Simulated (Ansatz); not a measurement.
**SnO: how the settings move a single-point run**

How sensitive is a single-point run of SnO to its settings? A reference run comes first, then one run with altered input. The cell is built on a prototype (NiAs type) and needn't be the phase found in nature.

Method: reference: DFT, r2SCAN, plane waves, PAW, in Ansatz 0.2.0.

## 1. Starting point

It takes space group P6_3/mmc (No. 194, hexagonal). Conventional cell: a = 3.423 Å, b = 3.423 Å, c = 6.418 Å, α = 90.00°, β = 90.00°, γ = 120.00°. Sn (site symmetry -3m) is surrounded by 6 O at 2.55 Å. O (site symmetry -6m2) is surrounded by 6 Sn at 2.55 Å.

As a file:

```cif
data_structure
_symmetry_space_group_name_H-M 'P 1'
_symmetry_Int_Tables_number 1
_cell_length_a 3.4233
_cell_length_b 3.4233
_cell_length_c 6.4180
_cell_angle_alpha 90.000
_cell_angle_beta 90.000
_cell_angle_gamma 120.000
_cell_volume 65.13
loop_
_atom_site_label
_atom_site_type_symbol
_atom_site_fract_x
_atom_site_fract_y
_atom_site_fract_z
_atom_site_occupancy
Sn1 Sn 0.00000 0.00000 0.00000 1
Sn2 Sn 0.00000 0.00000 0.50000 1
O1 O 0.33333 0.66667 0.25000 1
O2 O 0.66667 0.33333 0.75000 1
```

## 2. Reference

Contents of input.yaml:

```yaml
crystal:
  lattice:
    - [3.4232701772, 0.0, 0.0]
    - [-1.7116350886, 2.9646389374, 0.0]
    - [0.0, 0.0, 6.417955429]
  atoms:
    - { symbol: Sn, position: [0.0, 0.0, 0.0] }
    - { symbol: Sn, position: [0.0, 0.0, 0.5] }
    - { symbol: O, position: [0.3333333333, 0.6666666667, 0.25] }
    - { symbol: O, position: [0.6666666667, 0.3333333333, 0.75] }
kpoints:
  mp_grid: { grid: [6, 6, 4] }
hamiltonian:
  xc: r2scan
scf:
  occupations: { method: fermi_dirac, width: 0.02 }
  n_extra_bands: 5
output:
  forces: true
  stress: true
  eigenvalues: true
```

On the command line:

```bash
ansatz run input.yaml --threads 4 --pin off --max-ram 3686MiB --backend cpu --events-out ev --progress --plain --runs-dir out
```

## 3. Variant: occupations.method cold, occupations.width 0.2

Changes to input.yaml since step 2:

```diff
@@ -15,3 +15,3 @@
 scf:
-  occupations: { method: fermi_dirac, width: 0.02 }
+  occupations: { method: cold, width: 0.2 }
   n_extra_bands: 5
```

Before running it: what results should come out? Wanted: for each run, ending; energy change; pressure; gap; force.

The runs gave:

| run | ending | energy change | pressure (GPa) | gap (eV) | force (eV/Å) | cycles | time |
| --- | --- | --- | --- | --- | --- | --- | --- |
| reference | converged | 0 | 0.1 | 0.00 | 0.00 | 8 | 3 s |
| 1: occupations.method cold, occupations.width 0.2 | converged | +0.1 meV/atom (σ→0) | 0.1 | 0.00 | 0.00 | 8 | 2.9 s |

Residual by cycle in the longest SCF loop of each run; runs are numbered as in the table. The quantity is the density residual dr2, in eV.

| cycle | reference | run 1 |
| --- | --- | --- |
| 1 | 0.0577 | 0.0577 |
| 2 | 0.00648 | 0.00646 |
| 3 | 0.00176 | 0.00178 |
| 4 | 1.7e-4 | 1.8e-4 |
| 5 | 9.7e-6 | 9.4e-6 |
| 6 | 6.0e-6 | 5.9e-6 |
| 7 | 1.2e-7 | 1.2e-7 |
| 8 | 1.0e-9 | 1.4e-9 |

What this shows: Changing the smearing hardly moves the energy: +0.1 meV/atom. Semilocal functionals close small gaps, so the missing gap need not be the real solid's.
